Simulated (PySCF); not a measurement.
# CeH4 (Ce(H)4): the cost of one run

Computed with PySCF 2.14.0. Level: several levels, as the steps say, no spin–orbit coupling.

1 further run of the same task is left out (for a known fault of the program).

### Step 1. The starting structure

5 atoms, charge 0, spin multiplicity 1.

Bond lengths: Ce1–H2 1.972 Å, Ce1–H3 1.972 Å, Ce1–H4 1.972 Å, Ce1–H5 1.972 Å. Angles: H2–Ce1–H3 109.5°, H2–Ce1–H4 109.5°, H2–Ce1–H5 109.5°, H3–Ce1–H4 109.5°, H3–Ce1–H5 109.5°, H4–Ce1–H5 109.5°.

As a file:

```xyz
5

Ce    0.00000    0.00000    0.00000
H     1.13868    1.13868    1.13868
H    -1.13868   -1.13868    1.13868
H     1.13868   -1.13868   -1.13868
H    -1.13868    1.13868   -1.13868
```

Formal oxidation states: Ce +4. An earlier session relaxed this geometry at PBE0, Ce def2-SVP with ECP28, H def2-SVP (singlet, point group Td).

At PBE0 on the finer grid: E = -477.237510 Eh, HOMO -7.76 eV, LUMO -3.71 eV, Mulliken charge on Ce1 +1.00 e, largest force component 0.005 eV/Å. 

Levels to run: M06-L; wB97X; PBE0, TZVP. Hardware: 2 threads of Intel Xeon Platinum 8488C (Sapphire Rapids), shared host.

### Step 2. M06-L

run.py (the lines that set the calculation)

```python
mol = gto.M(atom='''
Ce     0.00000     0.00000     0.00000
H      1.13868     1.13868     1.13868
H     -1.13868    -1.13868     1.13868
H      1.13868    -1.13868    -1.13868
H     -1.13868     1.13868    -1.13868''',
    basis={'Ce': 'def2-SVP', 'H': 'def2-SVP'},
    ecp={'Ce': 'def2-SVP'},
    charge=0, spin=0)
mf = dft.RKS(mol, xc='M06L')
mf.grids.atom_grid = (75, 302)  # f atoms: unpruned, at least (60, 302)
mf = mf.density_fit()  # fitting sets: Ce def2-universal-JKFIT, H def2-universal-JKFIT
mf.conv_tol = 1e-08; mf.max_cycle = 55
mf.kernel(dm0)  # dm0: the density of the relaxed state
```

Started as:

```sh
OMP_NUM_THREADS=2 python run.py
```

**Question.** How long does this run take on 2 threads of Intel Xeon Platinum 8488C (Sapphire Rapids), shared host?

About 8.7 s.
